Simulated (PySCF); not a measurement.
# singlet CaBr+: levels of theory compared

We compute a comparison of 4 runs (B2PLYP/cc-pVTZ, BHLYP/cc-pVTZ, SVWN5/cc-pVTZ, wB97X/cc-pVTZ) of singlet CaBr+. 

The calculation is run with PySCF 2.14.0.

8 further runs of the same task are left out: 5 that didn't finish, 3 set aside as unsound or not needed.

## 1. Starting point

CaBr+: 2 atoms, total charge +1, spin state singlet. SMILES of the parent species: `[Ca][Br]`. The coordinates come from a PBE0-D4/def2-TZVP relaxation. That shape belongs to the parent species and isn't relaxed for this state.

Bond lengths: Ca1–Br2 2.596 Å.

## 2. A single-point energy at B2PLYP/cc-pVTZ (run 1)

The input, input.xyz:

```xyz
2

Ca     0.000000     0.000000     0.018570
Br     0.000000     0.000000     2.614140
```

The input, job.py:

```python
from pyscf import gto, dft, mp

mol = gto.M(
    atom='input.xyz',
    basis='cc-pvtz',
    max_memory=1860,
    charge=1,
    verbose=3,
)

mf = dft.RKS(mol, xc='0.53*HF + 0.47*B88, 0.73*LYP')
mf.grids.level = 5
mf.conv_tol = 1e-10
mf.kernel()
if not mf.converged:
    mf = mf.newton().run(mf.mo_coeff, mf.mo_occ)

pt = mp.MP2(mf, frozen=14).run()
e_final = mf.e_tot + 0.27 * pt.e_corr
print('PT2 part  %.8f' % (0.27 * pt.e_corr))
print('E = %.10f Eh' % e_final)
```

Started as:

```bash
$ OMP_NUM_THREADS=1 python job.py
```

Log:

```text
converged SCF energy = -3250.96486003851
E(RMP2) = -3251.43602562993  E_corr = -0.471165591417137
E(SCS-RMP2) = -3251.40758473687  E_corr = -0.442724698358821
PT2 part  -0.12721471
E = -3251.0920747482 Eh
```

It took 8.7 s on 1 thread of Arm Neoverse V2, shared host; peak memory 0.4 GiB.

## 3. The energy at BHLYP/cc-pVTZ (run 2)

The input, job.py:

```python
from pyscf import gto, dft

molecule = gto.Mole()
molecule.atom = '''
Ca   0.000000   0.000000   0.018570
Br   0.000000   0.000000   2.614140
'''
molecule.spin = 0
molecule.verbose = 3
molecule.max_memory = 1860
molecule.charge = 1
molecule.basis = 'cc-pvtz'
molecule.build()

myscf = dft.RKS(molecule, xc='bhandhlyp')
myscf.conv_tol = 1e-10
myscf.grids.level = 5
myscf.kernel()
if not myscf.converged:
    myscf = myscf.newton().run(myscf.mo_coeff, myscf.mo_occ)

energy = myscf.e_tot
print('E(%s) = %.9f' % ('BHLYP', energy))
```

Started as:

```bash
$ OMP_NUM_THREADS=1 python job.py
```

Log:

```text
converged SCF energy = -3251.64704127974
E(BHLYP) = -3251.647041280
```

It took 8.4 s on 1 thread of Arm Neoverse V2, shared host; peak memory 0.4 GiB.

Run 3 isn't shown in full; the table further down has it.

## 4. A single-point energy at wB97X/cc-pVTZ (run 4)

The input, job.py:

```python
from pyscf import gto, dft

mol = gto.Mole()
mol.atom = '''
Ca     0.000000     0.000000     0.018570
Br     0.000000     0.000000     2.614140
'''
mol.charge = 1
mol.verbose = 3
mol.basis = 'cc-pvtz'
mol.max_memory = 1860
mol.build()

myscf = dft.RKS(mol)
myscf.xc = 'wb97x'
myscf.grids.level = 5
myscf.conv_tol = 1e-10
myscf.kernel()
if not myscf.converged:
    myscf = myscf.newton().run(myscf.mo_coeff, myscf.mo_occ)

etot = myscf.e_tot
print('E(%s) = %.9f' % ('WB97X', etot))
```

Started as:

```bash
$ OMP_NUM_THREADS=1 python job.py
```

Log:

```text
converged SCF energy = -3251.67695771427
E(WB97X) = -3251.676957714
```

Run time: 27 s. Hardware: 1 thread of Arm Neoverse V2, shared host; peak memory 0.4 GiB.

## 5. Overview of the runs

| run | level | frozen core orbitals | energy (Eh) | HOMO energy (eV) | LUMO energy (eV) | HOMO–LUMO gap (eV) | wall time |
| --- | --- | --- | --- | --- | --- | --- | --- |
| 1 | B2PLYP/cc-pVTZ | 14 | -3251.092075 | -12.90 | -6.87 | 6.03 | 8.7 s |
| 2 | BHLYP/cc-pVTZ | – | -3251.647041 | -12.98 | -7.11 | 5.87 | 8.4 s |
| 3 | SVWN5/cc-pVTZ | – | -3246.259018 | -11.19 | -8.06 | 3.13 | 5.7 s |
| 4 | wB97X/cc-pVTZ | – | -3251.676958 | -14.20 | -5.30 | 8.90 | 27 s |

## 6. Outcome

| quantity | value |
| --- | --- |
| run 4: total energy | -3251.67696 Eh |
| run 4: HOMO energy | -14.20 eV |
| run 4: LUMO energy | -5.30 eV |
| run 4: HOMO–LUMO gap | 8.90 eV |

The HOMO–LUMO gap runs from 3.13 eV (SVWN5/cc-pVTZ) to 8.90 eV (wB97X/cc-pVTZ). Totals of different functionals can't be ranked against each other. All runs together took 50 s, the longest 27 s.
